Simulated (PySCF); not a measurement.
**CH5BClN (SMILES CNBCl) at M06-2X/def2-SVP**

Aim: the energy change on altering one bond length of CH5BClN at M06-2X/def2-SVP, from 2 runs. Input form: a Python script.

The calculation is run with PySCF 2.14.0.

3 further runs of the same task are left out: 3 set aside as unsound or not needed.

## 1. The structure to begin with

The species is CH5BClN (9 atoms), meant as a singlet with charge 0. SMILES: `CNBCl`. The shape is that of a PBE0-D4/def2-TZVP optimisation. This is one conformer, not always the lowest.

Bond lengths: C1–N2 1.445 Å, N2–B3 1.381 Å, B3–Cl4 1.771 Å, C1–H5 1.094 Å, C1–H6 1.094 Å, C1–H7 1.090 Å, N2–H8 1.009 Å, B3–H9 1.192 Å. Some angles: C1–N2–B3 126.0°, N2–B3–Cl4 119.6°, C1–N2–H8 115.0°, B3–N2–H8 119.0°, N2–C1–H5 111.4°, N2–C1–H6 111.4°, N2–C1–H7 109.2°, N2–B3–H9 121.5°, Cl4–B3–H9 118.9°, H5–C1–H6 108.3°.

## 2. A single-point energy at M06-2X/def2-SVP

Contents of input.py:

```python
from pyscf import gto, dft

molecule = gto.M(
    atom='''
C    0.510100   0.482100  -0.973400
N   -0.407900  -0.226000  -0.111700
B   -0.261100  -0.415200   1.248200
Cl  -1.495300  -1.314500   2.144800
H    0.907000  -0.170400  -1.756500
H    0.027900   1.338900  -1.452800
H    1.346700   0.849900  -0.380000
H   -1.220500  -0.605500  -0.573900
H    0.681600   0.014200   1.838200
''',
    basis='def2-svp',
    max_memory=1860,
    spin=0,
    verbose=3,
)

mf = dft.RKS(molecule)
mf.xc = 'm06-2x'
mf.conv_tol = 1e-10
mf.grids.level = 5
mf.kernel()
if not mf.converged:
    mf = mf.newton().run(mf.mo_coeff, mf.mo_occ)

etot = mf.e_tot
print('E = %.10f Eh' % etot)
```

The run is started by

```sh
$ OMP_NUM_THREADS=1 python input.py
```

The log of the run:

```text
converged SCF energy = -580.692340127559
E = -580.6923401276 Eh
```

Run time: 40 s. Hardware: 1 thread of Intel Xeon Platinum 8488C (Sapphire Rapids), shared host; peak memory 0.44 GiB.

## 3. The distorted shape at the same level

Contents of calc.py:

```python
from pyscf import gto, dft

mol = gto.Mole()
mol.atom = '''
C      0.922347     0.964654    -2.224846
N     -0.812422    -0.373461    -0.596469
B     -0.493407    -0.784614     2.358756
Cl    -2.825707    -2.484045     4.053085
H      1.672379    -0.268392    -3.704691
H      0.011121     2.583772    -3.130781
H      2.503292     1.659695    -1.103483
H     -2.348013    -1.090612    -1.469901
H      1.288037     0.026834     3.473695
'''
mol.charge = 0
mol.basis = 'def2-svp'
mol.max_memory = 1860
mol.unit = 'bohr'
mol.spin = 0
mol.verbose = 4
mol.build()

calc0 = dft.RKS(mol, xc='m06-2x')
calc0.conv_tol = 1e-10
calc0.grids.level = 5
calc0.kernel()
if not calc0.converged:
    calc0 = calc0.newton().run(calc0.mo_coeff, calc0.mo_occ)

energy = calc0.e_tot
print(f'total energy: {energy:.8f} hartree')
```

The run is started by

```sh
$ OMP_NUM_THREADS=1 python calc.py
```

The log of the run:

```text
PySCF version 2.14.0

[... 78 lines left out ...]
converged SCF energy = -580.668069310851
total energy: -580.66806931 hartree
```

It took 42 s on 1 thread of Intel Xeon Platinum 8488C (Sapphire Rapids), shared host; peak memory 0.44 GiB.

## 4. Summary of results

At M06-2X/def2-SVP:

```
                                                         quantity          value
                                        first shape: total energy  -580.69234 Eh
                                       first shape: dipole moment         2.94 D
                                         first shape: HOMO energy       -8.97 eV
                                         first shape: LUMO energy        1.55 eV
                                       first shape: HOMO–LUMO gap       10.52 eV
                                    distorted shape: total energy  -580.66807 Eh
                                   distorted shape: dipole moment         2.07 D
                                     distorted shape: HOMO energy       -8.35 eV
                                     distorted shape: LUMO energy        0.72 eV
                                   distorted shape: HOMO–LUMO gap        9.07 eV
energy change with the N2–B3 bond stretched from 1.381 to 1.588 Å       0.660 eV
```

What this shows: With the N2–B3 bond stretched from 1.381 to 1.588 Å the energy rises by 0.66 eV (15.2 kcal/mol). The first shape isn't relaxed at this level, so the change isn't measured from a minimum. Mulliken charges (first shape) run from -0.19 on N2 to +0.15 on H8.
